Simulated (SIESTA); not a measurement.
## Ti3Ag under changes of volume

One of the cells (17.560 Å³/atom); the others are scaled copies at fixed shape and fractional positions:

```
Ag Ti
1.0
     4.12595    0.00000    0.00000
     0.00000    4.12595    0.00000
     0.00000    0.00000    4.12595
Ag Ti
1 3
Direct
  0.00000 0.00000 0.00000
  0.00000 0.50000 0.50000
  0.50000 0.00000 0.50000
  0.50000 0.50000 0.00000
```

The cell comes from a database or a generator and needn't be the stable form of this composition.

| Item | Value |
| --- | --- |
| Program | SIESTA 5.4.2 |
| Functional | PBEsol |
| Potentials or basis | PseudoDojo 0.4 standard (PBEsol files) |
| Basis | DZP (energy shift 0.003 Ry; two zetas on semicore shells) |
| Grid cutoff | 800 Ry |
| Energy shift | 0.003 Ry |
| k mesh | 7 × 7 × 7 |
| Occupations | fermi-dirac, width 0.05 eV |
| Spin | no spin polarisation |

| volume (Å³/atom) | energy over the lowest point (meV/atom) | pressure (GPa) |
| --- | --- | --- |
| 16.182 | ? | ? |
| 16.527 | 0.00 | -0.3 |
| 16.871 | 3.67 | -2.8 |
| 17.560 | 26.03 | -7.1 |
| 17.904 | 43.44 | -9.0 |
| 18.248 | 64.63 | -10.6 |

**Question.** What does the run at 16.182 Å³/atom give?

**Answer.** Energy over the lowest point 2.00 meV/atom; pressure 2.4 GPa.

Worked out: A Birch-Murnaghan fit of order 3 (a polynomial in V^(-2/3)) to the other rows has its minimum at 16.47 Å³/atom, just outside them, with B0 = V·E''(V) = 131 GPa and B' = 4.6. It gives 2.08 meV/atom at 16.182 Å³/atom, against the run's 2.00, and -dE/dV = 2.4 GPa, against 2.4.

Energies are extrapolated to zero smearing.

Caveats: short orbitals over semicore shells can move pressures by several GPa; the basis of atomic orbitals isn't converged, which shifts pressures, moduli and gaps.
